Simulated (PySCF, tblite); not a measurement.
# C₆H₅FSi: geometry, infrared bands and NMR shifts

Wanted: the infrared bands and NMR shifts of C₆H₅FSi (`C#CC1=C(F)C=C[SiH2]1`), by calculation.

Computed with tblite 0.8.0 and PySCF 2.14.0, with density-fitted response routines of our own, on a single molecule in the gas phase. Atoms are numbered from 0 throughout.

### 1 Starting geometry

13 atoms, charge 0, multiplicity 1; geometry from: force field or distance geometry start.

Bonds of the start (Å): C0–C1 1.21, C1–C2 1.40, C2–C3 1.36, C3–F4 1.33, C3–C5 1.46, C5–C6 1.34, C6–Si7 1.90, Si7–C2 1.86, C0–H8 1.06, C5–H9 1.08, C6–H10 1.08, Si7–H11 1.48, Si7–H12 1.48.

### 2 Relaxing the molecule with GFN2-xTB

Job settings and geometry (Å):

```
{"job": {"kind": "relax", "xc": "GFN2-xTB", "basis": "xTB"}, "charge": 0, "multiplicity": 1}
C      3.202800     0.051800     0.114900
C      1.990200     0.086800     0.052500
C      0.596300     0.120600     0.001000
C     -0.183200     1.204900    -0.250100
F      0.307600     2.428200    -0.453700
C     -1.622300     0.976700    -0.259000
C     -1.991700    -0.292100    -0.028200
Si    -0.468900    -1.387700     0.253700
H      4.263400     0.036300     0.162500
H     -2.303400     1.795100    -0.438300
H     -2.998200    -0.692000     0.010400
H     -0.447200    -1.927000     1.637000
H     -0.349700    -2.401200    -0.820600
```

Command:

```bash
> OMP_NUM_THREADS=1 python probes_run.py task.json out
```

One launch serves the whole session: the jobs run in the order shown.

**Question.** This job is followed by: GFN2-xTB harmonic vibrations, gas phase; GIAO PBE0/pcSseg-1 NMR shielding, non-relativistic, gas phase. Predict these results of the whole session: strongest single infrared mode (GFN2-xTB); zero-point energy (GFN2-xTB); 13C shifts against TMS (PBE0/pcSseg-1); 1H shifts against TMS (PBE0/pcSseg-1, means over atoms taken as alike); 19F shifts against CFCl3 (PBE0/pcSseg-1); 29Si shifts against TMS (PBE0/pcSseg-1); surface potential, 1st and 99th percentile.

As calculated:

| quantity | value |
| --- | --- |
| strongest single infrared mode (GFN2-xTB) | 2279 cm⁻¹, 444 km/mol |
| zero-point energy (GFN2-xTB) | 50.4 kcal/mol |
| 13C shifts against TMS (PBE0/pcSseg-1) | 184.4, 153.2, 136.2, 98.2, 97.7, 81.7 ppm |
| 1H shifts against TMS (PBE0/pcSseg-1, means over atoms taken as alike) | 7.11, 6.24, 4.71, 3.28 ppm |
| 19F shifts against CFCl3 (PBE0/pcSseg-1) | -77.0 ppm |
| 29Si shifts against TMS (PBE0/pcSseg-1) | -39.7 ppm |
| surface potential, 1st and 99th percentile | -1.01 V and 1.46 V |

**Reading.** The optimisation took 34 steps and gained 0.100 eV; among the close pairs (by a distance rule), C2–Si7 changed most, from 1.864 to 1.901 Å. All 33 modes are real, so the xTB geometry is a minimum. GFN2-xTB is a fitted tight-binding method: band positions and strengths are rough. Its intensities can rank the bands wrongly. By nearest atom (PBE0/pcSseg-1), the HOMO sits on C0, C2 about 22 % each; C3, C6 about 15 % each and the LUMO on C6 22 %; C2, C3, C5 about 14 % each.
